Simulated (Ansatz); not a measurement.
# MgS (Niningerite): the cost of one run

Program: Ansatz 0.2.0 through its Python package. Level of theory: DFT PBE, plane waves, PAW. These are calculated values, not measurements.

**1. Starting point**

Symmetry: Fm-3m, No. 225, cubic system. Conventional cell: a = 5.203 Å, b = 5.203 Å, c = 5.203 Å, α = 90.00°, β = 90.00°, γ = 90.00°. Mg (site symmetry m-3m) has 6 S at 2.60 Å as nearest neighbours. S (site symmetry m-3m) is surrounded by 6 Mg at 2.60 Å.

No structure file is read: the coordinates are typed or built in the script.

**2. The script**

defect_mgs.py

```python
"""An antisite in a supercell of MgS, against the perfect cell."""

from dataclasses import dataclass

import ansatz as az
import numpy as np
from pymatgen.core import Lattice, Structure
from pymatgen.io.ase import AseAtomsAdaptor


@dataclass(frozen=True)
class Options:
    xc: str = "pbe"
    mesh: tuple[int, ...] = (2, 2, 2)
    smearing: str = "fermi_dirac"
    smearing_width: float = 0.05


opts = Options()

pmg_structure = Structure(
    Lattice([[0.0, 2.60165, 2.60165], [2.60165, 0.0, 2.60165], [2.60165, 2.60165, 0.0]]),
    ["Mg", "S"],
    [
        [0.0, 0.0, 0.0],
        [0.5, 0.5, 0.5],
    ],
)
crystal = az.Crystal.from_ase(AseAtomsAdaptor.get_atoms(pmg_structure))
host = crystal.supercell(2)
defective = host.substitution("Mg", at=[0.5, 0.5, 0.5], replaces="S")

def with_settings(structure):
    return (
        structure.calculation()
        .functional(opts.xc)
        .kpoints(*opts.mesh)
        .occupations(opts.smearing, width=opts.smearing_width)
        .band_table()
    )


# the dielectric constant is a typed guess; take it from a response run in earnest
perfect = with_settings(host).run(threads=1, pin="off").report
calculation = (
    with_settings(defective)
    .charge(2)
    .charged_corrections(epsilon=12.0)
    .relax(force_tolerance=0.02, max_steps=40)
)
result = calculation.run(threads=1, pin="off")
data = result.report

n_host, n_defect = len(perfect["lattice"]["sites"]), len(data["lattice"]["sites"])
print(f"perfect cell: {n_host} atoms, F = {perfect['free_energy_ev']:.4f} eV")
print(f"defect cell:  {n_defect} atoms, F = {data['free_energy_ev']:.4f} eV")
# chemical potentials are still to be added to this difference
print(f"difference {data['free_energy_ev'] - perfect['free_energy_ev']:.4f} eV (no chemical potentials)")
print(f"point-charge correction {result.charged_corrections().monopole_ev:.3f} eV at charge {2:+d}")

for site in result.lattice.sites:
    print(f"{site.symbol:2s}", " ".join(f"{v:8.4f}" for v in site.position_ang))

for label, run in (("perfect", perfect), ("defect", data)):
    levels, filled = np.array(run["eigenvalues_ev"][0]), np.array(run["occupations"][0])
    top = int(np.argmin(np.abs(levels - run["fermi_energy_ev"])))
    window = slice(max(top - 3, 0), top + 4)
    print(label, "levels near E_F at the first k-point:", ", ".join(f"{e - run['fermi_energy_ev']:.2f} ({f:.2f})" for e, f in zip(levels[window], filled[window])))
```

**3. What the engine is handed**

The package turns the script's settings into the engine's input (first run):

```yaml
crystal:
  lattice:
    - [0.0, 2.60165, 2.60165]
    - [2.60165, 0.0, 2.60165]
    - [2.60165, 2.60165, 0.0]
  atoms:
    - { symbol: Mg, position: [0.0, 0.0, 0.0] }
    - { symbol: S, position: [0.5, 0.5, 0.5] }
  supercell: [2, 2, 2]
kpoints:
  mp_grid:
    grid: [2, 2, 2]
hamiltonian:
  xc: pbe
scf:
  occupations:
    method: fermi_dirac
    width: 0.05
output:
  eigenvalues: true
```

**4. Running it**

Run with:

```
> python defect_mgs.py
```

Q: Estimate wall time and peak memory on 1 thread of Arm Neoverse V2, shared host.

About 18 s, with a peak of 0.63 GiB.
